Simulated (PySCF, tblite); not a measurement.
# C6H14N2: geometry, infrared bands and NMR shifts

Aim: predict the infrared bands and NMR shifts of C6H14N2 (`CCN1NCC[C@@H]1C`).

Computed with tblite 0.8.0 and PySCF 2.14.0, with density-fitted response routines of our own, on a single molecule in the gas phase. Atoms are numbered from 0 throughout.

### Step 1. The molecule as given

22 atoms, charge 0, multiplicity 1; geometry from: force field or distance geometry start.

Bonds of the start (Å): C0–C1 1.54, C1–N2 1.40, N2–N3 1.40, N3–C4 1.45, C4–C5 1.54, C5–C6 1.54, C6–C7 1.50, C6–N2 1.45, C0–H8 1.13, C0–H9 1.11, C0–H10 1.08, C1–H11 1.08, C1–H12 1.15, N3–H13 1.03, C4–H14 1.10, C4–H15 1.12, C5–H16 1.12, C5–H17 1.07, C6–H18 1.08, C7–H19 1.11, C7–H20 1.12, C7–H21 1.10.

### Step 2. Relaxing the molecule with GFN2-xTB

What the job is given:

```
{"job": {"kind": "relax", "xc": "GFN2-xTB", "basis": "xTB"}, "charge": 0, "multiplicity": 1}
C      2.650400     0.377000    -0.181400
C      1.412400     0.461200     0.722900
N      0.352100    -0.053800    -0.038700
N      0.314800    -1.445000    -0.136900
C     -1.013200    -1.844400    -0.560500
C     -1.717600    -0.477700    -0.680000
C     -0.972800     0.192500     0.483200
C     -1.349400     1.649500     0.481600
H      2.222900     0.447200    -1.227900
H      3.251600     1.303300    -0.067800
H      3.185100    -0.557100    -0.082300
H      1.289400     1.412600     1.222500
H      1.665600    -0.279500     1.569900
H      1.030800    -1.727300    -0.824900
H     -1.012800    -2.385000    -1.513900
H     -1.550300    -2.379900     0.259500
H     -1.323900     0.018800    -1.604700
H     -2.783700    -0.516500    -0.574700
H     -1.241500    -0.270300     1.420400
H     -0.552300     2.300800     0.068300
H     -2.222700     1.756800    -0.207800
H     -1.645400     2.036100     1.472500
```

Started as:

```bash
$ OMP_NUM_THREADS=1 python probes_run.py task.json out
```

The driver reads the jobs from task.json and runs them one after another.

**Question.** This job is followed by: GFN2-xTB harmonic vibrations, gas phase; GIAO PBE0/pcSseg-1 NMR shielding, non-relativistic, gas phase. Predict these results of the whole session: strongest single infrared mode (GFN2-xTB); zero-point energy (GFN2-xTB); 13C shifts against TMS (PBE0/pcSseg-1); 1H shifts against TMS (PBE0/pcSseg-1, means over atoms taken as alike); 15N shifts against NH3 (PBE0/pcSseg-1).

The runs gave:

```
                                                              quantity                                                           value
                             strongest single infrared mode (GFN2-xTB)                                            2826 cm⁻¹, 86 km/mol
                                          zero-point energy (GFN2-xTB)                                                  124.2 kcal/mol
                                13C shifts against TMS (PBE0/pcSseg-1)                          65.1, 53.7, 48.9, 43.4, 25.1, 18.3 ppm
1H shifts against TMS (PBE0/pcSseg-1, means over atoms taken as alike)  3.09, 2.91, 2.77, 2.73, 2.66, 2.36, 2.25, 1.32, 1.27, 1.17 ppm
                                15N shifts against NH3 (PBE0/pcSseg-1)                                                131.0, 111.6 ppm
```

Relaxing lowered the energy by 1.268 eV in 137 steps; the close pair that moved most is C1–H12, from 1.153 to 1.103 Å. All 60 modes are real, so the xTB geometry is a minimum. The strongest single mode, at 2826 cm⁻¹, moves mainly H12. Unscaled tight-binding wavenumbers are off by several per cent, some by more. Its intensities can rank the bands wrongly. C6 (sp3 CH bonded to N) lies farthest downfield among carbon, at 65.1 ppm; deshielded by the electronegative neighbour.
